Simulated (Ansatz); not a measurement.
# CH₃BOS: a ladder of functionals and wavefunction methods

How much do the methods differ for CH₃BOS? The plan is to run it at one geometry with functionals of several rungs and with coupled cluster. The yardstick is the atomisation energy at the CCSD(T) limit.

The runs use Ansatz 0.2.0, Gaussian basis; functionals in def2-TZVPP, the program's frozen cores in correlated methods.

Levels to be run: LDA (SPW92), PBE-D4, revPBE-D4, BLYP-D4, r2SCAN-D4, B97M-V, PBE0-D4, B3LYP-D4, r2SCANh-D4, r2SCAN0-D4, HSE06-D4, BHLYP-D4, CAM-B3LYP-D4, LC-ωPBE, ωB97X-V, ωB97M-V, B2PLYP, PBE-QIDH; CCSD(T)/def2-SVP; CCSD(T)/def2-TZVPP; MP2/def2-QZVPP; extrapolation to the limit; RPA on PBE.

## 1. The geometry

An earlier PBE0-D4 in a triple-zeta def2 set relaxation fixed the geometry.

SMILES `SB1CO1`, 7 atoms, charge 0, spin multiplicity 1.

Atoms are counted from 1 here; the program's logs count them from 0.

Bond lengths: S1–B2 1.770 Å, S1–H5 1.346 Å, B2–C3 1.506 Å, B2–O4 1.337 Å, C3–O4 1.497 Å, C3–H6 1.086 Å, C3–H7 1.086 Å. Angles: B2–S1–H5 95.5°, S1–B2–C3 156.2°, S1–B2–O4 140.6°, C3–B2–O4 63.2°, B2–C3–O4 52.9°, B2–C3–H6 122.1°, B2–C3–H7 122.1°, O4–C3–H6 112.7°, O4–C3–H7 112.7°, H6–C3–H7 114.9°, B2–O4–C3 63.9°.

## 2. LDA

This LDA is Slater exchange with PW92 correlation.

Input file in.yaml:

```yaml
crystal:
  periodic: [false, false, false]
  atoms:
    - {symbol: S, position_ang: [-1.454880, 1.303999, -0.810467]}
    - {symbol: B, position_ang: [-0.241998, 0.188880, -0.163912]}
    - {symbol: C, position_ang: [0.827737, -0.284229, 0.784935]}
    - {symbol: O, position_ang: [0.290602, -1.012575, -0.408000]}
    - {symbol: H, position_ang: [-1.820247, 0.516200, -1.838750]}
    - {symbol: H, position_ang: [1.869477, 0.000238, 0.668938]}
    - {symbol: H, position_ang: [0.590610, -0.780513, 1.721456]}
basis:
  gaussian: {orbitals: def2-TZVPP}
hamiltonian: {xc: lda}
output: {orbitals: {seedname: orbitals}}
```

Started as:

```sh
ansatz run in.yaml --threads 2 --pin off --events-out ev --progress --plain --max-ram 4352MiB
```

Further steps of the session: PBE-D4 (GGA); revPBE-D4 (GGA); BLYP-D4 (GGA); r2SCAN-D4 (meta-GGA); B97M-V (meta-GGA); B3LYP-D4 (hybrid); r2SCANh-D4 (hybrid); r2SCAN0-D4 (hybrid); HSE06-D4 (hybrid); BHLYP-D4 (hybrid); CAM-B3LYP-D4 (range-separated); LC-ωPBE (range-separated); ωB97X-V (range-separated); ωB97M-V (range-separated); B2PLYP (double hybrid); PBE-QIDH (double hybrid); CCSD(T) in def2-SVP; CCSD(T) in def2-TZVPP; MP2 in def2-QZVPP; RPA on PBE orbitals.

**Question.** What will the summary of the whole plan be? Wanted: atomisation energy, CCSD(T)/CBS; farthest beyond LDA; mean size of error, GGA; mean size of error, meta-GGA; mean size of error, hybrid; mean size of error, range-separated; mean size of error, double hybrid; gap, smallest and largest; T1 diagnostic.

The runs gave:

| quantity | value |
| --- | --- |
| atomisation energy, CCSD(T)/CBS | 2715.9 kJ/mol |
| functionals within 13.6 kJ/mol (0.5 %) | B3LYP-D4, B2PLYP, PBE-QIDH |
| farthest beyond LDA | PBE-D4 (+112.7 kJ/mol) |
| mean size of error, GGA | 55.0 kJ/mol |
| mean size of error, meta-GGA | 45.8 kJ/mol |
| mean size of error, hybrid | 37.3 kJ/mol |
| mean size of error, range-separated | 24.3 kJ/mol |
| mean size of error, double hybrid | 9.6 kJ/mol |
| gap, smallest and largest | 5.86 eV (LDA (SPW92)), 13.33 eV (LC-ωPBE) |
| T1 diagnostic | 0.0147 |
| triples share of the correlation energy | 4.3 % |

What this shows: The LDA atomisation energy is off by 477.8 kJ/mol (18 %): it overbinds. PBE-D4 is off by +112.7 kJ/mol. Double hybrids carry the basis error of their MP2 part in triple zeta, and no dispersion term here, so their miss is partly the set-up's. By mean error the best rung here is double hybrid (9.6 kJ/mol) and the worst beyond LDA is GGA (55.0 kJ/mol). The reference freezes the cores and leaves out relativity and excitations past (T), so misses under about 13.6 kJ/mol can't be ranked. Hartree-Fock recovers 71 % of the binding; the rest is correlation. CCSD(T) in def2-SVP is off by -133.9 kJ/mol, worse than the median functional, from the basis alone. The gap grows from 5.9 to 13.3 eV across the functionals, mostly with the share of exact exchange.
